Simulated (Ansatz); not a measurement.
**GePH5+ (doublet): wave-function methods side by side, cc-pVDZ**

The task here is to estimate one member of a computed series from the others.

Program: Ansatz 0.2.0, Gaussian basis. Level of theory: cc-pVDZ, core rule «outside noble gas», up to 19 orbitals frozen. These are calculated values, not measurements.

The runs, in order: UHF; CCSD(T) on ROHF; CCSD(T) on UHF; BCCD(T) on ROHF; CISD; CCSDT(Q) on ROHF; CCSDT(Q) on UHF; CASSCF and MRCISD+Q, 9 electrons in 9 orbitals; CASSCF and NEVPT2, 9 electrons in 9 orbitals.

12 further runs of the same task are left out: 6 that didn't finish, 6 set aside as unsound or not needed.

## The system

The geometry is a PBE0/def2-TZVP stationary point (not a proven minimum) of the parent state, kept for this charge and spin. No spin-orbit coupling is included. The filled d shell of Ge may be among the frozen orbitals whatever the setting's name suggests; the logs give the count.

7 atoms, charge 1, spin multiplicity 2.

Atoms are counted from 1 here; the program's logs count them from 0.

Bond lengths: Ge1–P2 2.322 Å, Ge1–H3 1.537 Å, Ge1–H4 1.537 Å, Ge1–H5 1.538 Å, P2–H6 1.421 Å, P2–H7 1.421 Å. Angles: P2–Ge1–H3 108.1°, P2–Ge1–H4 108.1°, P2–Ge1–H5 113.2°, H3–Ge1–H4 109.0°, H3–Ge1–H5 109.2°, H4–Ge1–H5 109.2°, Ge1–P2–H6 93.8°, Ge1–P2–H7 93.8°, H6–P2–H7 93.1°.

The first run:

Input file in.yaml:

```yaml
crystal:
  periodic: [false, false, false]
  atoms:
    - {symbol: Ge, position_ang: [-0.019400, 0.000000, 0.692332]}
    - {symbol: P, position_ang: [0.103187, -0.000001, -1.626866]}
    - {symbol: H, position_ang: [0.708145, -1.251254, 1.209657]}
    - {symbol: H, position_ang: [0.708144, 1.251256, 1.209656]}
    - {symbol: H, position_ang: [-1.462963, 0.000000, 1.222775]}
    - {symbol: H, position_ang: [-0.863073, -1.031331, -1.771848]}
    - {symbol: H, position_ang: [-0.863074, 1.031328, -1.771848]}
basis:
  gaussian: {orbitals: cc-pVDZ}
total_charge: 1
magnetization: {spin_polarized: true, initial_magnetization: 1}
hamiltonian: {xc: hf}
output: {orbitals: {seedname: orbitals}}
```

The run is started by

```bash
> ansatz run in.yaml --threads 1 --pin off --events-out ev --progress --plain --max-ram 2393MiB
```

Among the steps run: UHF; CCSD(T) on ROHF; CCSD(T) on UHF; BCCD(T) on ROHF; CISD; CCSDT(Q) on ROHF; CCSDT(Q) on UHF; CASSCF and MRCISD+Q, 9 electrons in 9 orbitals; CASSCF and NEVPT2, 9 electrons in 9 orbitals.

One of the session's tables, all rows but one given; the rest of the session is left out.

It belongs to the step «Misses and costs». 

```
           method  from UCCSDT(Q) (meV)
             ROHF               +7063.7
              UHF               +6973.3
             RMP2               +1512.8
             UMP2               +1510.2
             CISD                +852.4
            RCCSD                     ?
            UCCSD                +215.0
         RCCSD(T)                 +43.1
         UCCSD(T)                 +42.9
          BCCD(T)                 +42.4
           RCCSDT                  +7.6
           UCCSDT                  +6.9
        RCCSDT(Q)                  +0.9
        UCCSDT(Q)                     0
  CASSCF frontier               +5297.8
  NEVPT2 frontier               +1383.1
  MRCISD frontier                +495.3
MRCISD+Q frontier                 +46.4
```

Estimate the missing values for RCCSD.

**Answer.** from UCCSDT(Q) (meV): +217.9. In the column «from UCCSDT(Q) (meV)» it lies between UCCSD (+215.0) and MRCISD frontier (+495.3).

Caveats from the session: Restricted and unrestricted rows rest on different reference determinants; where their highest levels disagree by more than a few hundredths of an eV, they describe different states and don't form one ladder.
